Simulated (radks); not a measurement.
# The Coulomb parameter U of the 3d shell of Ni³⁺

The task here is to estimate one member of a computed series from the others.

Method: scalar-relativistic Kohn-Sham, BLYP, spin-unpolarised, spherical densities, finite nucleus. Code: radks (a radial shooting solver on a logarithmic mesh, Libxc functionals) version 1.

## The atom as given

- element: nickel (Z = 28)
- charge: +3
- electrons: 25
- configuration: [Ar] 3d5.5 4s1.5
- nuclear rms radius: 3.7757 fm

The first run:

Input:

```text
Z 28
configuration [Ar] 3d5.5 4s1.5
relativity scalar-relativistic
functional b88,lyp
spin unpolarised
nucleus finite rms 3.7757 fm
c 137.035999084
```

Steps of the session up to this table: Start: [Ar] 3d5.5 4s1.5.

One table of the session follows, with a row left open; its other results are not shown here.

It belongs to the step «Start: [Ar] 3d5.5 4s1.5». Radial moments (bohr):

| level | <r> | outermost maximum (interpolated) | 90 % within | nodes |
| --- | --- | --- | --- | --- |
| 1s | 0.05409 | 0.0354 | 0.0966 | 0 |
| 2s | 0.2450 | 0.205 | 0.379 | 1 |
| 2p | 0.2153 | 0.165 | 0.352 | 0 |
| 3s | 0.7258 | 0.634 | 1.08 | 2 |
| 3p | 0.7537 | 0.639 | 1.15 | 1 |
| 3d | 0.8329 | 0.600 | 1.38 | 0 |
| 4s | ? | ? | ? | ? |

Estimate the missing values for 4s.

As computed: <r>: 2.020; outermost maximum (interpolated): 1.80; 90 % within: 2.94; nodes: 3. In the column «<r>» it is the highest.
